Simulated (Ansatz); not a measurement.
# BeCl: the cost of one run

Program: Ansatz 0.2.0. Level of theory: DFT PBE, scalar-relativistic, plane waves, PAW. These are calculated values, not measurements.

### 1 Starting point

It takes space group P4/nmm (No. 129, tetragonal). Conventional cell: a = 3.859 Å, b = 3.859 Å, c = 5.075 Å, α = 90.00°, β = 90.00°, γ = 90.00°. Be (site symmetry 4mm) is surrounded by 4 Cl at 2.24 Å. Around Cl (site symmetry -4m2) lie 4 Be at 2.24 Å.

Structure file:

```xyz
4
Lattice="3.8588 0.0000 0.0000 0.0000 3.8588 0.0000 0.0000 0.0000 5.0748" Properties=species:S:1:pos:R:3 pbc="T T T"
Be    1.9294    0.0000    1.1468
Be    0.0000    1.9294    3.9280
Cl    1.9294    1.9294    0.0000
Cl    0.0000    0.0000    0.0000
```

A structure generator made this guess: species swapped into a database cell of PbO (P4/nmm, No. 129), with Be on the Pb sites and Cl on the O sites. The dimensions are guesses.

### 2 Probe: one point on a coarse mesh

input.yaml

```yaml
crystal:
  lattice:
    - [3.858814, 0.0, 0.0]
    - [0.0, 3.858814, 0.0]
    - [0.0, 0.0, 5.07477922]
  atoms:
    - { symbol: Be, position: [0.5, 0.0, 0.22597478] }
    - { symbol: Be, position: [0.0, 0.5, 0.77402522] }
    - { symbol: Cl, position: [0.5, 0.5, 0.0] }
    - { symbol: Cl, position: [0.0, 0.0, 0.0] }
basis:
  ecutwfc: 420
kpoints:
  mp_grid: { grid: [4, 4, 4] }
hamiltonian:
  xc: pbe
scf:
  occupations: { method: gaussian, width: 0.1 }
  lower_state_search: "off"
output:
  forces: true
  stress: true
  eigenvalues: true
```

Run with:

```
$ ansatz run input.yaml --threads 1 --pin off --max-ram 2560MiB --backend cpu --events-out ev --progress --plain --runs-dir out
```

**Question.** How long does this run take on 1 thread of Arm Neoverse V1, shared host, and how much memory does it need?

About 1.3 s, with a peak of 0.29 GiB.
